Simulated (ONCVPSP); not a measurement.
# Pseudopotential generation for selenium: ONCV, PBE

Do these settings give a usable potential? It is generated, then checked for transferability, scattering, ghosts and hardness.

The numbers are computed with ONCVPSP 4.0.1.1 (patched build) (PBE, scalar-relativistic, spin-unpolarised reference atom).

### 1 Settings

The settings as typed:

```json
{
  "element": "selenium (Se, Z = 34)",
  "type": "optimised norm-conserving Vanderbilt (ONCV)",
  "frozen core": "[Ar] 3d10",
  "valence charge": "6",
  "reference configuration": "4s1 4p5",
  "partial waves": "4s: rc 1.15 bohr, ncon 3, nbas 8, qcut 6.3 1/bohr, 2 projectors, debl 0.3 Ha; 4p: rc 1.95 bohr, ncon 5, nbas 8, qcut 4.3 1/bohr, 3 projectors, debl 1.3 Ha; d scattering state at 0.44 Ha: rc 2.10 bohr, ncon 4, nbas 7, qcut 3.9 1/bohr, 2 projectors, debl 0.8 Ha",
  "local potential": "polynomial inside 1.05 bohr (lpopt 5, dvloc0 4 Ha)",
  "core correction": "not asked for"
}
```

An earlier all-electron run gives the scale for the radii.

All-electron outer shells of the reference configuration (PBE, scalar-relativistic, ld1.x):

```json
{"shell": "3p", "level (eV)": "-154.61", "outermost node (bohr)": "0.21", "outermost maximum (bohr)": "0.50"}
{"shell": "3d", "level (eV)": "-54.72", "outermost node (bohr)": "–", "outermost maximum (bohr)": "0.45"}
{"shell": "4s", "level (eV)": "-18.11", "outermost node (bohr)": "0.70", "outermost maximum (bohr)": "1.51"}
{"shell": "4p", "level (eV)": "-7.13", "outermost node (bohr)": "0.74", "outermost maximum (bohr)": "1.80"}
```

### 2 The generation run

The input, Se.dat:

```
# ATOM AND REFERENCE CONFIGURATION
# atsym  z   nc   nv     iexc    psfile
  Se 34.00    6    2        4      upf
#
#   n    l    f
    1    0    2.00
    2    0    2.00
    2    1    6.00
    3    0    2.00
    3    1    6.00
    3    2   10.00
    4    0    1.00
    4    1    5.00
#
# PSEUDOPOTENTIAL AND OPTIMIZATION
# lmax
    2
#
#   l,   rc,      ep,       ncon, nbas, qcut
    0    1.15    0.00    3    8    6.30
    1    1.95    0.00    5    8    4.30
    2    2.10    0.44    4    7    3.90
#
# LOCAL POTENTIAL
# lloc, lpopt,  rc(5),   dvloc0
    4    5    1.05    4.00
#
# VANDERBILT-KLEINMAN-BYLANDER PROJECTORs
# l, nproj, debl
    0    2    0.30
    1    3    1.30
    2    2    0.80
#
# MODEL CORE CHARGE
# icmod, fcfact, rcfact
    0    0.00    0.00
#
# LOG DERIVATIVE ANALYSIS
# epsh1, epsh2, depsh
   -2.00    5.00    0.02
#
# OUTPUT GRID
# rlmax, drl
    6.00    0.01
#
# TEST CONFIGURATIONS
# ncnf
    4
# nvcnf
#   n    l    f
    2
    4    0    2.00
    4    1    4.00
#
    2
    4    0    2.00
    4    1    3.00
#
    2
    4    0    2.00
    4    1    2.00
#
    2
    4    0    2.00
    4    1    0.00
#
```

On the command line:

```console
oncvpsp.x < Se.dat > Se.out
```

Before running it: what results should come out? Wanted: cutoffs for 1 and 0.1 mHa per electron, occupied waves; bound ghosts; GHOST(+) flags; largest test error; largest phase difference near zero energy, channels read; projector energies reset by the program.

As calculated:

```
                                                quantity                                                         value
  cutoffs for 1 and 0.1 mHa per electron, occupied waves                                              63 Ha and 163 Ha
                                            bound ghosts                                               s at -239.83 eV
                                          GHOST(+) flags  none at low energy (1 near or above the test basis's cutoff)
                            largest test error (AE − PS)                                         -124 meV, for 4s2 4p0
largest phase difference near zero energy, channels read                                                     0.003 rad
                 projector energies reset by the program                                           s: -0.666, 0.250 Ha
```

In words: It has a bound ghost (s), a state that the atom doesn't have, and that rules the file out. The worst unpolarised test, 4s2 4p0, is off by 124 meV on 93.4 eV; by total energies transferability rates as fair for so large an energy. That test lies far up in energy; among those under 40 eV, nearer to bonding, the largest error is 26 meV. It counts as hard, with 63 Ha needed at the looser tolerance. The tighter tolerance needs 163 Ha, and converged work needs a cutoff nearer that. At the looser tolerance the 4s wave is the slowest; 4p needs 10 Ha. Near zero energy the phases of the channels with partial waves agree within 0.003 rad. All of this concerns the isolated atom, not yet a solid.
